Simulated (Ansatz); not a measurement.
# LiBeF3: the cost of one run

Program: Ansatz 0.2.0. Level of theory: DFT PBE, scalar-relativistic, plane waves, PAW. These are calculated values, not measurements.

1 further run of the same task is left out (set aside as unsound or not needed).

**1. Starting point**

The structure is orthorhombic, space group Amm2 (No. 38). Conventional cell: a = 2.768 Å, b = 5.228 Å, c = 8.165 Å, α = 90.00°, β = 90.00°, γ = 90.00°. Around Li (site symmetry mm2) lie 5 F at 1.94 to 2.05 Å. Be (site symmetry mm2) is surrounded by 4 F at 1.52 to 1.65 Å. Around F (site symmetry mm2) lie 2 Be at 1.65 Å and 1 Li at 2.05 Å. F (site symmetry m) is surrounded by 1 Be at 1.52 Å and 2 Li at 1.94 Å.

Coordinates:

```xyz
5
Lattice="2.7680 0.0000 0.0000 0.0000 2.6139 4.0827 0.0000 -2.6139 4.0827" Properties=species:S:1:pos:R:3 pbc="T T T"
Li    1.3840    0.0000    5.6663
Be    0.0000    0.0000    0.4473
F     1.3840    0.0000    7.7132
F     0.0000    1.3178    5.3328
F     0.0000   -1.3178    5.3328
```

The cell was relaxed beforehand at this level, from a generated guess; it needn't be the stable form of this composition. At a tolerance of 0.02 Å it has space group Amm2 (No. 38); it has 11.82 Å³/atom, an uncorrected energy of -3.13 eV/atom over the elements and, on its mesh, gap 7.53 eV.

**2. Point at V/V0 = 0.97**

The input, input.yaml:

```yaml
crystal:
  lattice:
    - [2.7400303422, 0.0, 0.0]
    - [0.0, 2.5875439699, 4.0414657966]
    - [0.0, -2.5875439699, 4.0414657966]
  atoms:
    - { symbol: Li, position: [0.5, 0.6939360734, 0.6939360734] }
    - { symbol: Be, position: [0.0, 0.0547817975, 0.0547817975] }
    - { symbol: F, position: [0.5, 0.9446222067, 0.9446222067] }
    - { symbol: F, position: [0.0, 0.9051570211, 0.4010331212] }
    - { symbol: F, position: [0.0, 0.4010331212, 0.9051570211] }
basis:
  ecutwfc: 420
kpoints:
  mp_grid: { grid: [8, 6, 6] }
hamiltonian:
  xc: pbe
scf:
  occupations: { method: gaussian, width: 0.02 }
output:
  forces: true
  stress: true
  eigenvalues: true
relax:
  adjacent_minimum: "off"
  f_tol: 0.01
  max_steps: 30
  cell: { stress_tol: 0.1, fix: [volume] }
```

On the command line:

```bash
ansatz run input.yaml --threads 1 --pin off --max-ram 2048MiB --backend cpu --events-out ev --progress --plain --runs-dir out
```

**Question.** How long does this run take on 1 thread of AMD EPYC 9R45 (Zen 5), shared host, and how much memory does it need?

About 18 s, with a peak of 0.42 GiB.
